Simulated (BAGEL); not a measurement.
# SiN2H5F (SMILES N[SiH](N)F) at HF/6-31G(d) (density fitting with qzvpp-jkfit, spherical functions)

What is the vertical singlet–triplet gap of SiN2H5F at HF/6-31G* (density fitting with qzvpp-jkfit, spherical functions)? 

The calculation is run with BAGEL 1.2.2.

1 further run of the same task is left out (set aside as unsound or not needed).

## 1. The molecule

The species is SiN2H5F (9 atoms), meant as a singlet with charge 0. As SMILES, `N[SiH](N)F`. The coordinates come from a PBE0-D4/def2-TZVP relaxation. This is one conformer, not always the lowest.

Bond lengths: N1–Si2 1.699 Å, Si2–N3 1.694 Å, Si2–F4 1.604 Å, N1–H5 1.006 Å, N1–H6 1.006 Å, Si2–H7 1.482 Å, N3–H8 1.006 Å, N3–H9 1.007 Å. Some angles: N1–Si2–N3 107.9°, N1–Si2–F4 103.7°, N3–Si2–F4 116.3°, N1–Si2–H7 118.9°, N3–Si2–H7 106.1°, F4–Si2–H7 104.4°, Si2–N1–H5 121.0°, Si2–N1–H6 121.2°, Si2–N3–H8 121.4°, Si2–N3–H9 121.8°.

## 2. The energy at HF/6-31G(d) (density fitting with qzvpp-jkfit, spherical functions)

calc.json

```json
{ "bagel": [

{
  "title": "molecule",
  "basis": "6-31gs.json",
  "df_basis": "qzvpp-jkfit",
  "angstrom": true,
  "geometry": [
    { "atom": "N", "xyz": [      -0.745300,       1.091200,      -0.553800 ] },
    { "atom": "Si", "xyz": [       0.360600,      -0.187700,      -0.386700 ] },
    { "atom": "N", "xyz": [       0.243900,      -0.772200,       1.198500 ] },
    { "atom": "F", "xyz": [      -0.056700,      -1.206800,      -1.552400 ] },
    { "atom": "H", "xyz": [      -1.091200,       1.362900,      -1.458400 ] },
    { "atom": "H", "xyz": [      -0.772300,       1.847100,       0.108800 ] },
    { "atom": "H", "xyz": [       1.799800,       0.074400,      -0.624200 ] },
    { "atom": "H", "xyz": [       0.995300,      -1.289700,       1.622500 ] },
    { "atom": "H", "xyz": [      -0.645500,      -0.965500,       1.628600 ] }
  ]
},

{ "title": "hf" },

{ "title": "print", "file": "orbitals.molden", "orbitals": true }

]}
```

The basis set 6-31G* is read from a file made from the Basis Set Exchange's data (not shown).

Started as:

```sh
$ BAGEL_NUM_THREADS=1 BAGEL calc.json > calc.out
```

What it wrote:

```text
* using 1 threads per process

  ===============================================================
  ===============================================================

  *** Geometry ***

  { "atom" : "N", "xyz" : [     -1.408413,      2.062069,     -1.046530 ] },
  { "atom" : "Si", "xyz" : [      0.681435,     -0.354702,     -0.730757 ] },
  { "atom" : "N", "xyz" : [      0.460904,     -1.459247,      2.264837 ] },
  { "atom" : "F", "xyz" : [     -0.107147,     -2.280521,     -2.933611 ] },
  { "atom" : "H", "xyz" : [     -2.062069,      2.575508,     -2.755977 ] },
  { "atom" : "H", "xyz" : [     -1.459435,      3.490513,      0.205602 ] },
  { "atom" : "H", "xyz" : [      3.401129,      0.140596,     -1.179567 ] },
  { "atom" : "H", "xyz" : [      1.880844,     -2.437180,      3.066081 ] },
  { "atom" : "H", "xyz" : [     -1.219818,     -1.824531,      3.077608 ] },

  Number of auxiliary basis functions:      449

  Since a DF basis is specified, we compute 2- and 3-index integrals:
    o Being stored without compression. Storage requirement is 0.018 GB

  Number of basis functions:       70
  Number of electrons      :       42

    * METHOD: MOLECULE                             0.14

  *** RHF ***

  === Nuclear Repulsion ===
   186.1429506586

      * DIIS with orbital gradients will be used.

  === RHF iteration (6-31gs.json) ===
      0       -499.98245331          0.02818805           0.04
      1       -500.20055758          0.01539060           0.03
      2       -500.28612025          0.00146344           0.03
      3       -500.28709826          0.00035455           0.03
      4       -500.28714561          0.00007960           0.03
      5       -500.28714858          0.00001007           0.03
      6       -500.28714868          0.00000261           0.03
      7       -500.28714869          0.00000070           0.03
      8       -500.28714869          0.00000021           0.04
      9       -500.28714869          0.00000008           0.04
     10       -500.28714869          0.00000002           0.04
     11       -500.28714869          0.00000001           0.04
    * SCF iteration converged.

    * Permanent dipole moment:
           (    0.059060,    -0.460439,    -0.644761) a.u.

    * METHOD: HF                                   0.54

    * METHOD: PRINT                                0.01

  ===============================================================
```

It took 1.6 s on 1 thread of Intel Xeon 6975P-C (Granite Rapids), shared host; peak memory 0.095 GiB.

## 3. The triplet

hf.json

```json
{ "bagel" : [

{
  "title" : "molecule",
  "basis" : "6-31gs.json",
  "df_basis" : "qzvpp-jkfit",
  "angstrom" : true,
  "geometry" : [
    { "atom" : "N", "xyz" : [      -0.745300,       1.091200,      -0.553800 ] },
    { "atom" : "Si", "xyz" : [       0.360600,      -0.187700,      -0.386700 ] },
    { "atom" : "N", "xyz" : [       0.243900,      -0.772200,       1.198500 ] },
    { "atom" : "F", "xyz" : [      -0.056700,      -1.206800,      -1.552400 ] },
    { "atom" : "H", "xyz" : [      -1.091200,       1.362900,      -1.458400 ] },
    { "atom" : "H", "xyz" : [      -0.772300,       1.847100,       0.108800 ] },
    { "atom" : "H", "xyz" : [       1.799800,       0.074400,      -0.624200 ] },
    { "atom" : "H", "xyz" : [       0.995300,      -1.289700,       1.622500 ] },
    { "atom" : "H", "xyz" : [      -0.645500,      -0.965500,       1.628600 ] }
  ]
},

{
  "title" : "uhf",
  "nopen" : 2
},

{
  "title" : "print",
  "file" : "orbitals.molden",
  "orbitals" : true
}

]}
```

The basis set 6-31G* is read from a file made from the Basis Set Exchange's data (not shown).

Started as:

```sh
$ BAGEL_NUM_THREADS=1 BAGEL hf.json > hf.out
```

What it wrote:

```text
* using 1 threads per process

  ===============================================================
  ===============================================================

  *** Geometry ***

  { "atom" : "N", "xyz" : [     -1.408413,      2.062069,     -1.046530 ] },
  { "atom" : "Si", "xyz" : [      0.681435,     -0.354702,     -0.730757 ] },
  { "atom" : "N", "xyz" : [      0.460904,     -1.459247,      2.264837 ] },
  { "atom" : "F", "xyz" : [     -0.107147,     -2.280521,     -2.933611 ] },
  { "atom" : "H", "xyz" : [     -2.062069,      2.575508,     -2.755977 ] },
  { "atom" : "H", "xyz" : [     -1.459435,      3.490513,      0.205602 ] },
  { "atom" : "H", "xyz" : [      3.401129,      0.140596,     -1.179567 ] },
  { "atom" : "H", "xyz" : [      1.880844,     -2.437180,      3.066081 ] },
  { "atom" : "H", "xyz" : [     -1.219818,     -1.824531,      3.077608 ] },

  Number of auxiliary basis functions:      449

  Since a DF basis is specified, we compute 2- and 3-index integrals:
    o Being stored without compression. Storage requirement is 0.018 GB

  Number of basis functions:       70
  Number of electrons      :       42

    * METHOD: MOLECULE                             0.22

  *** Open-shell HF ***

  === Nuclear Repulsion ===
   186.1429506586

      * DIIS with orbital gradients will be used.

  === UHF iteration (6-31gs.json) ===
      0       -499.59834862          0.05396964           0.10
      1       -499.85189822          0.03507515           0.10
      2       -499.96220961          0.01938696           0.06
      3       -500.01049986          0.00389805           0.06
      4       -500.02566599          0.00180302           0.07
      5       -500.03006140          0.00081074           0.06
      6       -500.03092503          0.00049652           0.06
      7       -500.03127717          0.00020671           0.06
      8       -500.03135678          0.00011063           0.07
      9       -500.03137361          0.00004807           0.07
     10       -500.03137716          0.00002310           0.07
     11       -500.03137833          0.00001204           0.07
     12       -500.03137867          0.00000701           0.07
     13       -500.03137875          0.00000381           0.07
     14       -500.03137877          0.00000189           0.07
     15       -500.03137878          0.00000125           0.07
     16       -500.03137878          0.00000071           0.07
     17       -500.03137878          0.00000036           0.07
     18       -500.03137878          0.00000025           0.08
     19       -500.03137878          0.00000020           0.12
     20       -500.03137878          0.00000014           0.07
     21       -500.03137878          0.00000009           0.07
     22       -500.03137878          0.00000005           0.10
     23       -500.03137878          0.00000004           0.08
     24       -500.03137878          0.00000002           0.08
     25       -500.03137878          0.00000001           0.08
    * SCF iteration converged.

    * S^2 (UHF) is 2.0072

    * Permanent dipole moment:
           (    0.006994,     0.212353,    -0.855706) a.u.

    * METHOD: UHF                                  2.08

    * METHOD: PRINT                                0.01

  ===============================================================
```

Run time: 3.3 s. Hardware: 1 thread of Intel Xeon 6975P-C (Granite Rapids), shared host; peak memory 0.095 GiB.

## 4. What came out

Level: HF/6-31G* (density fitting with qzvpp-jkfit, spherical functions).

```
                                        quantity          value
                           singlet: total energy  -500.28715 Eh
                          singlet: dipole moment         2.02 D
                            singlet: HOMO energy      -11.05 eV
                            singlet: LUMO energy        5.50 eV
                          singlet: HOMO–LUMO gap       16.55 eV
                           triplet: total energy  -500.03138 Eh
                          triplet: dipole moment         2.24 D
                                   triplet: ⟨S²⟩          2.007
vertical energy of the triplet above the singlet       6.960 eV
```

**Reading.** At this shape the triplet lies 6.96 eV (672 kJ/mol) above the singlet.
